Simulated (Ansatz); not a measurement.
**Cr: pressure up to the limit of the methods**

One table from this session's results is given with a row withheld; the runs are named, their logs left out.

Method: DFT, PBEsol, PAW with Ansatz's default frozen-core files, scalar-relativistic, in Ansatz 0.2.0.

3 further runs of the same task are left out: 2 that didn't finish, 1 set aside as unsound or not needed. Runs told in other sessions of the task aren't counted.

**The starting structure**

The structure is hexagonal, space group P6_3/mmc (No. 194). The conventional cell has a = 2.516 Å, b = 2.516 Å, c = 4.076 Å, α = 90.00°, β = 90.00°, γ = 120.00°. Cr (site symmetry -6m2) is surrounded by 12 Cr at 2.50 to 2.52 Å.

Structure file:

```
Cr
1.0
     2.51589    0.00000    0.00000
    -1.25795    2.17883    0.00000
     0.00000    0.00000    4.07575
Cr
2
Direct
  0.33333 0.66667 0.25000
  0.66667 0.33333 0.75000
```

Whether this phase is the stable one at these pressures isn't tested.

Atoms are numbered in the order of the input: Cr1, Cr2.

The first run:

input.yaml

```yaml
crystal:
  lattice:
    - [2.5158928086, 0.0, 0.0]
    - [-1.2579464043, 2.1788270855, 0.0]
    - [0.0, 0.0, 4.07574635]
  atoms:
    - { symbol: Cr, position: [0.3333333333, 0.6666666667, 0.25], spin: 2.0 }
    - { symbol: Cr, position: [0.6666666667, 0.3333333333, 0.75], spin: 2.0 }
magnetization:
  spin_polarized: true
kpoints:
  mp_grid: { grid: [19, 19, 10] }
scf:
  occupations: { method: fermi_dirac, width: 0.1 }
hamiltonian:
  xc: pbesol
  pseudopotentials: { kind: paw }
output:
  forces: true
  stress: true
relax:
  f_tol: 0.005
  max_steps: 40
  cell: {}
```

Launch:

```console
$ ansatz run input.yaml --threads 1 --pin off --max-ram 3072MiB --backend cpu --events-out ev --progress --plain --runs-dir out
```

Among the steps run: Cell relaxed at zero pressure, PAW; Volume scaled by 1, PAW; Shape and atoms relaxed at 0.95 of the volume, PAW; More of the same log: shape and atoms relaxed at 0.95 of the volume; Volume scaled by 0.95, PAW; Shape and atoms relaxed at 0.85 of the volume, PAW; Volume scaled by 0.85, PAW; Shape and atoms relaxed at 0.75 of the volume, PAW; Volume scaled by 0.75, PAW; Shape and atoms relaxed at 0.65 of the volume, PAW; Volume scaled by 0.65, PAW; Shape and atoms relaxed at 0.55 of the volume, PAW; Volume scaled by 0.55, PAW; Shape and atoms relaxed at 0.45 of the volume, PAW; Volume scaled by 0.45, PAW; Shape and atoms relaxed at 0.4 of the volume, PAW; More of the same log: shape and atoms relaxed at 0.4 of the volume; Volume scaled by 0.4, PAW; Volume scaled by 0.4, PAW (cutoff 600 eV).

One table of the session follows, with a row left open; its other results are not shown here.

```
             method  volume over the first  volume (Å³/atom)  pressure (GPa)
                PAW                      1            11.495            0.03
                PAW                   0.95            10.921           14.57
                PAW                   0.85             9.771           57.64
                PAW                   0.75             8.621          130.03
                PAW                   0.65             7.472          253.17
                PAW                   0.55             6.322          467.53
                PAW                   0.45                 ?               ?
                PAW                    0.4             4.598         1242.71
PAW (cutoff 600 eV)                    0.4             4.598         1240.72
```

Estimate the missing values for PAW, 0.45.

**Answer.** volume (Å³/atom): 5.173; pressure (GPa): 885.66. In the column «volume (Å³/atom)» it lies between PAW (cutoff 600 eV), 0.4 (4.598) and PAW, 0.55 (6.322).

Caveats from the session: At pressures up to 1243 GPa the PAW spheres may overlap and frozen cores may not hold, so those PAW values are rough without an all-electron check. Warnings in the runs' records: seeded moment not kept.
